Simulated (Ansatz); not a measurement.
# Cu: an axial (c/a) deformation path

Aim: for Cu, follow an axial (c/a) deformation at fixed volume.

Program: Ansatz 0.2.0. Level of theory: DFT PBEsol, scalar-relativistic, plane waves, PAW. These are calculated values, not measurements.

### 1 The starting structure

It takes space group Cmcm (No. 63, orthorhombic). The conventional cell has a = 2.437 Å, b = 7.953 Å, c = 2.475 Å, α = 90.00°, β = 90.00°, γ = 90.00°. Cu (site symmetry m2m) has 10 Cu at 2.44 to 2.54 Å in its first shell of neighbours.

Structure file:

```cif
data_structure
_symmetry_space_group_name_H-M 'P 1'
_symmetry_Int_Tables_number 1
_cell_length_a 4.1589
_cell_length_b 4.1589
_cell_length_c 2.4755
_cell_angle_alpha 90.000
_cell_angle_beta 90.000
_cell_angle_gamma 145.927
_cell_volume 23.99
loop_
_atom_site_label
_atom_site_type_symbol
_atom_site_fract_x
_atom_site_fract_y
_atom_site_fract_z
_atom_site_occupancy
Cu1 Cu 0.13387 0.86613 0.25000 1
Cu2 Cu 0.86613 0.13387 0.75000 1
```

It goes back to an entry of the Materials Project, which need not be the stable form.

The cell is taken as given, not relaxed at this level.

### 2 The reference: the undisturbed cell on the scan's mesh

input.yaml reads:

```yaml
crystal:
  lattice:
    - [1.21846369, -3.9763780104, 0.0]
    - [1.21846369, 3.9763780104, 0.0]
    - [0.0, 0.0, 2.4754955235]
  atoms:
    - { symbol: Cu, position: [0.13386665, 0.86613335, 0.25] }
    - { symbol: Cu, position: [0.86613335, 0.13386665, 0.75] }
basis:
  ecutwfc: 420
kpoints:
  mp_grid: { grid: [22, 22, 22] }
hamiltonian:
  xc: pbesol
scf:
  occupations: { method: gaussian, width: 0.15 }
output:
  forces: true
  stress: true
  eigenvalues: true
```

Run with:

```sh
$ ansatz run input.yaml --threads 1 --pin off --max-ram 2560MiB --backend cpu --events-out ev --progress --plain --runs-dir out
```

### 3 The scan: an axial (c/a) deformation path

At fixed volume and fractional coordinates, lengths along (0.000, 0.000, 1.000) are scaled against those across it; ρ is that ratio over its starting value.

### 4 Point ρ = 0.850

Changes to input.yaml since step 2:

```diff
@@ -2,5 +2,5 @@
   lattice:
-    - [1.21846369, -3.9763780104, 0.0]
-    - [1.21846369, 3.9763780104, 0.0]
-    - [0.0, 0.0, 2.4754955235]
+    - [1.2862921421, -4.1977318085, 0.0]
+    - [1.2862921421, 4.1977318085, 0.0]
+    - [0.0, 0.0, 2.2213044968]
   atoms:
```

### 5 ρ = 1.200

Changes to input.yaml since step 4:

```diff
@@ -2,5 +2,5 @@
   lattice:
-    - [1.2862921421, -4.1977318085, 0.0]
-    - [1.2862921421, 4.1977318085, 0.0]
-    - [0.0, 0.0, 2.2213044968]
+    - [1.1466182322, -3.7419149722, 0.0]
+    - [1.1466182322, 3.7419149722, 0.0]
+    - [0.0, 0.0, 2.7954365723]
   atoms:
```

### 6 At ρ = 0.920

Changes to input.yaml since step 5:

```diff
@@ -2,5 +2,5 @@
   lattice:
-    - [1.1466182322, -3.7419149722, 0.0]
-    - [1.1466182322, 3.7419149722, 0.0]
-    - [0.0, 0.0, 2.7954365723]
+    - [1.2528045328, -4.0884471456, 0.0]
+    - [1.2528045328, 4.0884471456, 0.0]
+    - [0.0, 0.0, 2.3416430667]
   atoms:
```

### 7 Point ρ = 1.100

Changes to input.yaml since step 6:

```diff
@@ -2,5 +2,5 @@
   lattice:
-    - [1.2528045328, -4.0884471456, 0.0]
-    - [1.2528045328, 4.0884471456, 0.0]
-    - [0.0, 0.0, 2.3416430667]
+    - [1.180361485, -3.852033911, 0.0]
+    - [1.180361485, 3.852033911, 0.0]
+    - [0.0, 0.0, 2.6378935669]
   atoms:
@@ -20 +20,5 @@
   eigenvalues: true
+  write_density: true
+  write_potential: true
+  elf: true
+  volumetric_format: npy
```

### 8 Point ρ = 0.960

input.yaml reads:

```yaml
crystal:
  lattice:
    - [1.2351570478, -4.0308557117, 0.0]
    - [1.2351570478, 4.0308557117, 0.0]
    - [0.0, 0.0, 2.4090342101]
  atoms:
    - { symbol: Cu, position: [0.13386665, 0.86613335, 0.25] }
    - { symbol: Cu, position: [0.86613335, 0.13386665, 0.75] }
basis:
  ecutwfc: 420
kpoints:
  mp_grid: { grid: [22, 22, 22] }
hamiltonian:
  xc: pbesol
scf:
  occupations: { method: gaussian, width: 0.15 }
output:
  forces: true
  stress: true
  eigenvalues: true
```

### 9 ρ = 1.050

Changes to input.yaml since step 8:

```diff
@@ -2,5 +2,5 @@
   lattice:
-    - [1.2351570478, -4.0308557117, 0.0]
-    - [1.2351570478, 4.0308557117, 0.0]
-    - [0.0, 0.0, 2.4090342101]
+    - [1.1988076126, -3.9122316641, 0.0]
+    - [1.1988076126, 3.9122316641, 0.0]
+    - [0.0, 0.0, 2.5573392528]
   atoms:
```

### 10 At ρ = 0.800

Changes to input.yaml since step 9:

```diff
@@ -2,5 +2,5 @@
   lattice:
-    - [1.1988076126, -3.9122316641, 0.0]
-    - [1.1988076126, 3.9122316641, 0.0]
-    - [0.0, 0.0, 2.5573392528]
+    - [1.3125502211, -4.2834233631, 0.0]
+    - [1.3125502211, 4.2834233631, 0.0]
+    - [0.0, 0.0, 2.1333173723]
   atoms:
```

### 11 Point ρ = 1.300

Changes to input.yaml since step 10:

```diff
@@ -2,5 +2,5 @@
   lattice:
-    - [1.3125502211, -4.2834233631, 0.0]
-    - [1.3125502211, 4.2834233631, 0.0]
-    - [0.0, 0.0, 2.1333173723]
+    - [1.1164299391, -3.6433974164, 0.0]
+    - [1.1164299391, 3.6433974164, 0.0]
+    - [0.0, 0.0, 2.9486578394]
   atoms:
```

(Steps that only read results are left out.)

Q: Predict the outcome of this session. Wanted: highest point.

The runs gave:

| quantity | value |
| --- | --- |
| highest point | 352.0 meV/atom at ρ = 0.800 |

No sampled point lies below the undisturbed cell. No further minimum shows among the sampled points.
